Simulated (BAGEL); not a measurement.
# HF/STO-3G (density fitting with cc-pvqz-jkfit) run of GeSiH4F2 (SMILES F[SiH](F)[GeH3])

Aim: the vertical singlet–triplet gap of GeSiH4F2 at HF/STO-3G (density fitting with cc-pvqz-jkfit), from 2 runs. 

The results are computed with BAGEL 1.2.2.

2 further runs of the same task are left out: 2 that didn't finish.

**1. Starting point**

GeSiH4F2 has 8 atoms, charge 0, and is taken as a singlet. As SMILES, `F[SiH](F)[GeH3]`. The coordinates come from a PBE0-D4/def2-TZVP relaxation.

Bond lengths: F1–Si2 1.592 Å, Si2–F3 1.592 Å, Si2–Ge4 2.377 Å, Si2–H5 1.481 Å, Ge4–H6 1.536 Å, Ge4–H7 1.534 Å, Ge4–H8 1.536 Å. Some angles: F1–Si2–F3 107.0°, F1–Si2–Ge4 109.5°, F3–Si2–Ge4 109.5°, F1–Si2–H5 107.4°, F3–Si2–H5 107.4°, Ge4–Si2–H5 115.8°, Si2–Ge4–H6 109.5°, Si2–Ge4–H7 110.3°, Si2–Ge4–H8 109.5°, H6–Ge4–H7 109.3°.

**2. A single-point energy at HF/STO-3G (density fitting with cc-pvqz-jkfit)**

calc.json reads:

```json
{ "bagel" : [

{
  "title" : "molecule",
  "basis" : "sto-3g",
  "df_basis" : "cc-pvqz-jkfit",
  "angstrom" : true,
  "geometry" : [
    { "atom" : "F", "xyz" : [       1.301800,      -1.418600,       1.197400 ] },
    { "atom" : "Si", "xyz" : [       1.139900,      -0.126600,       0.280900 ] },
    { "atom" : "F", "xyz" : [       1.983100,      -0.386400,      -1.044700 ] },
    { "atom" : "Ge", "xyz" : [      -1.151500,       0.164400,      -0.281300 ] },
    { "atom" : "H", "xyz" : [       1.776500,       1.004200,       0.994900 ] },
    { "atom" : "H", "xyz" : [      -1.970000,       0.389600,       0.998800 ] },
    { "atom" : "H", "xyz" : [      -1.682300,      -1.076600,      -1.011200 ] },
    { "atom" : "H", "xyz" : [      -1.305500,       1.392900,      -1.190400 ] }
  ]
},

{
  "title" : "hf"
},

{
  "title" : "print",
  "file" : "orbitals.molden",
  "orbitals" : true
}

]}
```

Run with:

```
BAGEL_NUM_THREADS=1 BAGEL calc.json > calc.out
```

Output:

```text
* using 1 threads per process

  ===============================================================
  ===============================================================

  *** Geometry ***

  { "atom" : "F", "xyz" : [      2.460045,     -2.680765,      2.262758 ] },
  { "atom" : "Si", "xyz" : [      2.154099,     -0.239239,      0.530824 ] },
  { "atom" : "F", "xyz" : [      3.747516,     -0.730190,     -1.974197 ] },
  { "atom" : "Ge", "xyz" : [     -2.176020,      0.310671,     -0.531580 ] },
  { "atom" : "H", "xyz" : [      3.357098,      1.897663,      1.880089 ] },
  { "atom" : "H", "xyz" : [     -3.722760,      0.736237,      1.887458 ] },
  { "atom" : "H", "xyz" : [     -3.179086,     -2.034479,     -1.910891 ] },
  { "atom" : "H", "xyz" : [     -2.467037,      2.632200,     -2.249530 ] },

  Number of auxiliary basis functions:      782

  Since a DF basis is specified, we compute 2- and 3-index integrals:
    o Being stored without compression. Storage requirement is 0.011 GB

  Number of basis functions:       41
  Number of electrons      :       68

    * METHOD: MOLECULE                             0.45

  *** RHF ***

  === Nuclear Repulsion ===
   355.5053619223

      * DIIS with orbital gradients will be used.

  === RHF iteration (sto-3g) ===
      0      -2535.72105257          0.01121839           0.07
      1      -2535.81236870          0.00210219           0.11
      2      -2535.81606715          0.00064104           0.08
      3      -2535.81662810          0.00009095           0.08
      4      -2535.81663890          0.00001226           0.08
      5      -2535.81663905          0.00000169           0.15
      6      -2535.81663906          0.00000043           0.08
      7      -2535.81663906          0.00000009           0.11
      8      -2535.81663906          0.00000002           0.10
      9      -2535.81663906          0.00000000           0.09
    * SCF iteration converged.

    * Permanent dipole moment:
           (    0.293404,    -0.388397,    -0.089744) a.u.

    * METHOD: HF                                   1.10

    * METHOD: PRINT                                0.00

  ===============================================================
```

It took 2.4 s on 1 thread of Intel Xeon 6975P-C (Granite Rapids), shared host; peak memory 0.11 GiB.

**3. The triplet at the same level**

job.json reads:

```json
{ "bagel" : [

{
  "title" : "molecule",
  "basis" : "sto-3g",
  "df_basis" : "cc-pvqz-jkfit",
  "angstrom" : "true",
  "geometry" : [
    { "atom" : "F", "xyz" : [    1.301800,   -1.418600,    1.197400 ] },
    { "atom" : "Si", "xyz" : [    1.139900,   -0.126600,    0.280900 ] },
    { "atom" : "F", "xyz" : [    1.983100,   -0.386400,   -1.044700 ] },
    { "atom" : "Ge", "xyz" : [   -1.151500,    0.164400,   -0.281300 ] },
    { "atom" : "H", "xyz" : [    1.776500,    1.004200,    0.994900 ] },
    { "atom" : "H", "xyz" : [   -1.970000,    0.389600,    0.998800 ] },
    { "atom" : "H", "xyz" : [   -1.682300,   -1.076600,   -1.011200 ] },
    { "atom" : "H", "xyz" : [   -1.305500,    1.392900,   -1.190400 ] }
  ]
},
{ "title" : "uhf", "nopen" : 2 },
{ "title" : "print", "file" : "orbitals.molden", "orbitals" : "true" }

]}
```

Run with:

```
BAGEL_NUM_THREADS=1 BAGEL job.json > job.out
```

Output:

```text
* using 1 threads per process

  ===============================================================
  ===============================================================

  *** Geometry ***

  { "atom" : "F", "xyz" : [      2.460045,     -2.680765,      2.262758 ] },
  { "atom" : "Si", "xyz" : [      2.154099,     -0.239239,      0.530824 ] },
  { "atom" : "F", "xyz" : [      3.747516,     -0.730190,     -1.974197 ] },
  { "atom" : "Ge", "xyz" : [     -2.176020,      0.310671,     -0.531580 ] },
  { "atom" : "H", "xyz" : [      3.357098,      1.897663,      1.880089 ] },
  { "atom" : "H", "xyz" : [     -3.722760,      0.736237,      1.887458 ] },
  { "atom" : "H", "xyz" : [     -3.179086,     -2.034479,     -1.910891 ] },
  { "atom" : "H", "xyz" : [     -2.467037,      2.632200,     -2.249530 ] },

  Number of auxiliary basis functions:      782

  Since a DF basis is specified, we compute 2- and 3-index integrals:
    o Being stored without compression. Storage requirement is 0.011 GB

  Number of basis functions:       41
  Number of electrons      :       68

    * METHOD: MOLECULE                             0.46

  *** Open-shell HF ***

  === Nuclear Repulsion ===
   355.5053619223

      * DIIS with orbital gradients will be used.

  === UHF iteration (sto-3g) ===
      0      -2535.32055877          0.02162384           0.15
      1      -2535.44090506          0.00776289           0.14
      2      -2535.45917923          0.00239344           0.17
      3      -2535.46431604          0.00151293           0.19
      4      -2535.46878076          0.00061667           0.14
      5      -2535.46958312          0.00020942           0.16
      6      -2535.46967143          0.00006713           0.14
      7      -2535.46968862          0.00003550           0.15
      8      -2535.46969284          0.00001585           0.19
      9      -2535.46969373          0.00000813           0.18
     10      -2535.46969401          0.00000429           0.14
     11      -2535.46969408          0.00000216           0.14
     12      -2535.46969410          0.00000073           0.13
     13      -2535.46969410          0.00000032           0.13
     14      -2535.46969410          0.00000015           0.13
     15      -2535.46969410          0.00000009           0.13
     16      -2535.46969410          0.00000003           0.18
     17      -2535.46969410          0.00000002           0.21
     18      -2535.46969410          0.00000001           0.19
     19      -2535.46969410          0.00000001           0.17
    * SCF iteration converged.

    * S^2 (UHF) is 2.0120

    * Permanent dipole moment:
           (    0.274617,    -0.254473,    -0.033847) a.u.

    * METHOD: UHF                                  3.33

    * METHOD: PRINT                                0.00

  ===============================================================
```

Wall time 4.5 s (1 thread of Intel Xeon 6975P-C (Granite Rapids), shared host); peak memory 0.11 GiB.

**4. What came out**

At HF/STO-3G (density fitting with cc-pvqz-jkfit):

```
                                        quantity           value
                           singlet: total energy  -2535.81664 Eh
                          singlet: dipole moment          1.26 D
                            singlet: HOMO energy        -8.52 eV
                            singlet: LUMO energy        10.28 eV
                          singlet: HOMO–LUMO gap        18.80 eV
                           triplet: total energy  -2535.46969 Eh
                          triplet: dipole moment          0.96 D
                                   triplet: ⟨S²⟩           2.012
vertical energy of the triplet above the singlet        9.441 eV
```

**Reading.** At this shape the triplet lies 9.44 eV (218 kcal/mol) above the singlet. In a minimal basis such a difference can be off by several eV, whatever the method.
